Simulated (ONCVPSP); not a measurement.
# An ONCV potential for Ge, from input to tests

Do these settings give a usable potential? It is generated, then checked for transferability, scattering, ghosts and hardness.

Program: ONCVPSP 4.0.1.1 (patched build). Reference atom: PBE, scalar-relativistic, spherical and spin-unpolarised. All values are calculated.

**1. The design**

The settings as typed:

```json
{"element": "germanium (Ge, Z = 32)", "type": "optimised norm-conserving Vanderbilt (ONCV)", "frozen core": "[Ne]", "valence charge": "22", "reference configuration": "3s2 3p6 3d10 4s2 4p1.75 (charge +0.25)", "partial waves": "3s+4s: rc 1.10 bohr, ncon 3, nbas 6, qcut 12.7 1/bohr, 2 projectors; 3p+4p: rc 1.00 bohr, ncon 4, nbas 7, qcut 13.9 1/bohr, 2 projectors; 3d: rc 1.00 bohr, ncon 4, nbas 9, qcut 16.6 1/bohr, local", "local potential": "the d channel", "core correction": "Teter function, fcfact 2, rcfact 1.25"}
```

An earlier all-electron run gives the scale for the radii.

All-electron outer shells of the reference configuration (PBE, scalar-relativistic, ld1.x):

```tsv
shell	level (eV)	outermost node (bohr)	outermost maximum (bohr)
2s	-1373.84	0.06	0.18
2p	-1200.76	–	0.14
3s	-170.53	0.26	0.54
3p	-117.66	0.23	0.54
3d	-31.35	–	0.50
4s	-13.61	0.77	1.73
4p	-5.59	0.82	2.19
```

**2. The generation run**

The input, Ge.dat:

```
# ATOM AND REFERENCE CONFIGURATION
# atsym  z   nc   nv     iexc    psfile
  Ge 32.00    3    5        4      upf
#
#   n    l    f
    1    0    2.00
    2    0    2.00
    2    1    6.00
    3    0    2.00
    3    1    6.00
    3    2   10.00
    4    0    2.00
    4    1    1.75
#
# PSEUDOPOTENTIAL AND OPTIMIZATION
# lmax
    2
#
#   l,   rc,      ep,       ncon, nbas, qcut
    0    1.10    0.00    3    6   12.70
    1    1.00    0.00    4    7   13.90
    2    1.00    0.00    4    9   16.60
#
# LOCAL POTENTIAL
# lloc, lpopt,  rc(5),   dvloc0
    2    5    1.00    0.00
#
# VANDERBILT-KLEINMAN-BYLANDER PROJECTORs
# l, nproj, debl
    0    2    3.60
    1    2    3.90
    2    0    0.60
#
# MODEL CORE CHARGE
# icmod, fcfact, rcfact
    3    2.00    1.25
#
# LOG DERIVATIVE ANALYSIS
# epsh1, epsh2, depsh
   -8.00    5.00    0.04
#
# OUTPUT GRID
# rlmax, drl
    6.00    0.01
#
# TEST CONFIGURATIONS
# ncnf
    4
# nvcnf
#   n    l    f
    5
    3    0    2.00
    3    1    6.00
    3    2   10.00
    4    0    2.00
    4    1    2.00
#
    5
    3    0    2.00
    3    1    6.00
    3    2   10.00
    4    0    2.00
    4    1    1.00
#
    5
    3    0    2.00
    3    1    6.00
    3    2   10.00
    4    0    2.00
    4    1    0.00
#
    5
    3    0    2.00
    3    1    6.00
    3    2   10.00
    4    0    1.00
    4    1    3.00
#
```

Launch:

```
$ oncvpsp.x < Ge.dat > Ge.out
```

What does the calculation give? Wanted: cutoffs for 1 and 0.1 mHa per electron, occupied waves; bound ghosts; GHOST(+) flags; largest test error; largest phase difference near zero energy, channels read; rms error of d²Exc/dn², without and with the model core.

The runs gave:

| quantity | value |
| --- | --- |
| cutoffs for 1 and 0.1 mHa per electron, occupied waves | 107 Ha and 119 Ha |
| bound ghosts | s at -625.42 eV |
| GHOST(+) flags | none at low energy |
| largest test error (AE − PS) | -1.7 meV, for 3s2 3p6 3d10 4s2 4p0 |
| largest phase difference near zero energy, channels read | 0.016 rad |
| rms error of d²Exc/dn², without and with the model core | 1.99 and 1.24 mHa |

**Reading.** A bound ghost (s) makes it unfit for use: electrons can fall into a state that the atom doesn't have. By total energies transferability is very good: the largest error is 1.7 meV on 21.7 eV, for 3s2 3p6 3d10 4s2 4p0. Atomic tests can pass in spite of a ghost, since they solve only for the levels asked. It counts as very hard, with 107 Ha needed at the looser tolerance. At the looser tolerance the 3d wave is the slowest; 3p needs 63 Ha. Near zero energy the phases of the channels with partial waves agree within 0.016 rad. All of this concerns the isolated atom, not yet a solid.
